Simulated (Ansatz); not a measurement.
**C₃H₇FGe: one species, many methods**

The task here is to estimate one member of a computed series from the others.

Program: Ansatz 0.2.0, Gaussian basis. Level of theory: functionals in def2-TZVPP, the program's frozen cores in correlated methods. These are calculated values, not measurements.

Levels to be run: LDA (SPW92), PBE-D4, revPBE-D4, BLYP-D4, r2SCAN-D4, B97M-V, PBE0-D4, B3LYP-D4, r2SCANh-D4, r2SCAN0-D4, HSE06-D4, BHLYP-D4, CAM-B3LYP-D4, LC-ωPBE, ωB97X-V, ωB97M-V, B2PLYP, PBE-QIDH; CCSD(T)/def2-SVP; CCSD(T)/def2-TZVPP; MP2/def2-QZVPP; extrapolation to the limit; RPA on PBE.

## The geometry

The geometry comes from an earlier relaxation with PBE0-D4 in a triple-zeta def2 set; it is a stationary point, not always the lowest conformer.

SMILES `C=C[CH2][GeH2][F]`, 12 atoms, charge 0, spin multiplicity 1.

Atoms are counted from 1 here; the program's logs count them from 0.

Bond lengths: C1–C2 1.327 Å, C1–H6 1.086 Å, C1–H7 1.083 Å, C2–C3 1.487 Å, C2–H8 1.088 Å, C3–Ge4 1.956 Å, C3–H9 1.094 Å, C3–H10 1.094 Å, Ge4–F5 1.748 Å, Ge4–H11 1.536 Å, Ge4–H12 1.539 Å. Angles: C2–C1–H6 121.6°, C2–C1–H7 121.3°, H6–C1–H7 117.0°, C1–C2–C3 125.1°, C1–C2–H8 119.0°, C3–C2–H8 115.9°, C2–C3–Ge4 111.3°, C2–C3–H9 111.6°, C2–C3–H10 111.5°, Ge4–C3–H9 107.9°, Ge4–C3–H10 106.3°, H9–C3–H10 108.0°, C3–Ge4–F5 105.7°, C3–Ge4–H11 112.9°, C3–Ge4–H12 113.4°, F5–Ge4–H11 105.9°, F5–Ge4–H12 105.6°, H11–Ge4–H12 112.6°.

Set-up of the first run:

File in.yaml:

```yaml
crystal:
  periodic: [false, false, false]
  atoms:
    - {symbol: C, position_ang: [-2.027730, -0.114337, 0.459741]}
    - {symbol: C, position_ang: [-1.023386, 0.028982, -0.395688]}
    - {symbol: C, position_ang: [0.258212, -0.723048, -0.342558]}
    - {symbol: Ge, position_ang: [1.742143, 0.437277, 0.183191]}
    - {symbol: F, position_ang: [1.810652, 1.695387, -1.028596]}
    - {symbol: H, position_ang: [-1.987270, -0.836262, 1.269819]}
    - {symbol: H, position_ang: [-2.927031, 0.483884, 0.377614]}
    - {symbol: H, position_ang: [-1.107815, 0.766681, -1.190420]}
    - {symbol: H, position_ang: [0.209457, -1.550457, 0.371319]}
    - {symbol: H, position_ang: [0.522644, -1.135398, -1.320918]}
    - {symbol: H, position_ang: [1.495048, 1.154173, 1.519158]}
    - {symbol: H, position_ang: [3.111976, -0.262183, 0.131340]}
basis:
  gaussian: {orbitals: def2-TZVPP}
hamiltonian: {xc: lda}
output: {orbitals: {seedname: orbitals}}
```

Started as:

```sh
ansatz run in.yaml --threads 4 --pin off --events-out ev --progress --plain --max-ram 10444MiB
```

Steps of the session up to this table: LDA; PBE-D4 (GGA); revPBE-D4 (GGA); BLYP-D4 (GGA); r2SCAN-D4 (meta-GGA); B97M-V (meta-GGA); PBE0-D4 (hybrid); B3LYP-D4 (hybrid); r2SCANh-D4 (hybrid); r2SCAN0-D4 (hybrid); HSE06-D4 (hybrid); BHLYP-D4 (hybrid); CAM-B3LYP-D4 (range-separated); LC-ωPBE (range-separated); ωB97X-V (range-separated); ωB97M-V (range-separated); B2PLYP (double hybrid); PBE-QIDH (double hybrid).

One of the session's tables, all rows but one given; the rest of the session is left out.

It belongs to the step «Orbital energies across the functionals». 

```
  functional  HOMO (eV)  gap (eV)
 LDA (SPW92)      -6.42      4.97
      PBE-D4      -6.24      5.06
   revPBE-D4      -6.17      5.10
     BLYP-D4      -6.09      5.03
   r2SCAN-D4      -6.43      5.49
      B97M-V      -6.46      5.51
     PBE0-D4      -7.33      7.09
    B3LYP-D4      -7.12      6.65
  r2SCANh-D4      -6.84      6.25
  r2SCAN0-D4      -7.46      7.37
    HSE06-D4      -6.93      6.32
    BHLYP-D4          ?         ?
CAM-B3LYP-D4      -8.64      9.46
     LC-ωPBE      -9.99     12.01
     ωB97X-V      -9.61     11.51
     ωB97M-V      -9.51     11.22
```

**Question.** Estimate the row for BHLYP-D4.

Worked estimate for «HOMO (eV)». Against the share of exact exchange, BLYP-D4 (0, -6.09), B3LYP-D4 (0.2, -7.12) give a slope of -5.15 per unit share; at 0.5 the line stands at -8.66.

As computed: HOMO (eV): -8.28; gap (eV): 9.02. In «HOMO (eV)» the line misses by -0.38.
